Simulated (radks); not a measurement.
**Kr⁴⁺ in [Ar] 3d10 4s2 4p2: an all-electron calculation**

An exercise on one series of results from a longer session: the logs are not shown, and one member is left open.

The numbers are computed with radks (a radial shooting solver on a logarithmic mesh, Libxc functionals) version 1 (scalar-relativistic Kohn-Sham, r2SCAN, spin-polarised, spherical densities, finite nucleus; open shells are filled with parallel spins first), except any that are marked as measured or tabulated.

### Starting point

| Quantity | Value |
| --- | --- |
| element | krypton (Z = 36) |
| charge | +4 |
| electrons | 32 |
| configuration | [Ar] 3d10 4s2 4p2 |
| nuclear rms radius | 4.1884 fm |

The outer shells:

Kr⁴⁺
```
[Ar] core
3d [↑↓][↑↓][↑↓][↑↓][↑↓]
4s [↑↓]
4p [↑ ][↑ ][  ]
```

The first run:

Settings of this run:

```text
Z 36
configuration [Ar] 3d10 4s2 4p2
relativity scalar-relativistic
functional r2scan,r2scan
spin polarised
nucleus finite rms 4.1884 fm
c 137.035999084
```

One of the session's tables, all rows but one given; the rest of the session is left out.

It belongs to the step «Radial structure». From the orbitals of this run (lengths in bohr):

| level | <r> | outermost maximum (interpolated) | 90 % within | nodes |
| --- | --- | --- | --- | --- |
| 1s up | 0.04149 | 0.0271 | 0.0742 | 0 |
| 1s down | 0.04149 | 0.0271 | 0.0742 | 0 |
| 2s up | 0.1833 | 0.154 | 0.283 | 1 |
| 2s down | 0.1833 | 0.154 | 0.283 | 1 |
| 2p up | 0.1601 | 0.123 | 0.261 | 0 |
| 2p down | 0.1601 | 0.123 | 0.261 | 0 |
| 3s up | 0.5286 | 0.466 | 0.785 | 2 |
| 3s down | 0.5287 | 0.466 | 0.785 | 2 |
| 3p up | 0.5390 | 0.463 | 0.820 | 1 |
| 3p down | 0.5388 | 0.463 | 0.820 | 1 |
| 3d up | 0.5527 | 0.412 | 0.902 | 0 |
| 3d down | 0.5506 | 0.412 | 0.897 | 0 |
| 4s up | 1.436 | 1.29 | 2.08 | 3 |
| 4s down | 1.431 | 1.28 | 2.08 | 3 |
| 4p up | 1.592 | 1.42 | 2.32 | 2 |
| 4p down | ? | ? | ? | ? |

Estimate the missing values for 4p down.

The run gave: <r>: 1.585; outermost maximum (interpolated): 1.41; 90 % within: 2.32; nodes: 2. In the column «<r>» it lies between 4s up (1.436) and 4p up (1.592).

Limits of these values: Open shells are spherical and high-spin; term and fine-structure splittings are not resolved.
